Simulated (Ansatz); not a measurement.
# C6H3In: the cost of one run

Method: the settings change from run to run; program: Ansatz 0.2.0, Gaussian basis.

**1. The molecule**

The geometry comes from an earlier relaxation with PBE0-D4 in a triple-zeta def2 set; it is a stationary point, not always the lowest conformer. In takes a core potential in def2 sets; no spin-orbit term is included.

SMILES `C#[C][In]([C]#C)[C]#C`, 10 atoms, charge 0, spin multiplicity 1.

Atoms are counted from 1 here; the program's logs count them from 0.

Bond lengths: C1–C2 1.208 Å, C1–H8 1.067 Å, C2–In3 2.072 Å, In3–C4 2.072 Å, In3–C6 2.072 Å, C4–C5 1.208 Å, C5–H9 1.067 Å, C6–C7 1.208 Å, C7–H10 1.067 Å. Angles: C2–C1–H8 180.0°, C1–C2–In3 180.0°, C2–In3–C4 120.0°, C2–In3–C6 120.0°, C4–In3–C6 120.0°, In3–C4–C5 180.0°, C4–C5–H9 180.0°, In3–C6–C7 180.0°, C6–C7–H10 180.0°.

**2. HSE06/def2-SVPD**

This run has multiplicity 3, D3(BJ) dispersion.

File in.yaml:

```yaml
crystal:
  periodic: [false, false, false]
  atoms:
    - {symbol: C, position_ang: [-0.460965, -3.115775, 0.915370]}
    - {symbol: C, position_ang: [-0.291362, -1.968218, 0.577818]}
    - {symbol: In, position_ang: [-0.000118, 0.000313, -0.000514]}
    - {symbol: C, position_ang: [1.557573, 0.485081, -1.278386]}
    - {symbol: C, position_ang: [2.465834, 0.767348, -2.023357]}
    - {symbol: C, position_ang: [-1.266478, 1.483746, 0.699578]}
    - {symbol: C, position_ang: [-2.004814, 2.348309, 1.108214]}
    - {symbol: H, position_ang: [-0.610676, -4.128818, 1.213326]}
    - {symbol: H, position_ang: [3.267639, 1.016502, -2.680991]}
    - {symbol: H, position_ang: [-2.656621, 3.111503, 1.468952]}
basis:
  gaussian: {orbitals: def2-SVPD}
magnetization: {spin_polarized: true, initial_magnetization: 2}
hamiltonian: {xc: {name: HSE06}, dispersion: d3bj}
output: {forces: true}
```

The run is started by

```bash
$ ansatz run in.yaml --threads 2 --pin off --events-out ev --progress --plain --max-ram 32768MiB --backend cpu
```

Q: Estimate wall time and peak memory on 2 threads of AMD EPYC 7R13, shared host.

About 2.5 min, with a peak of 1.1 GiB.
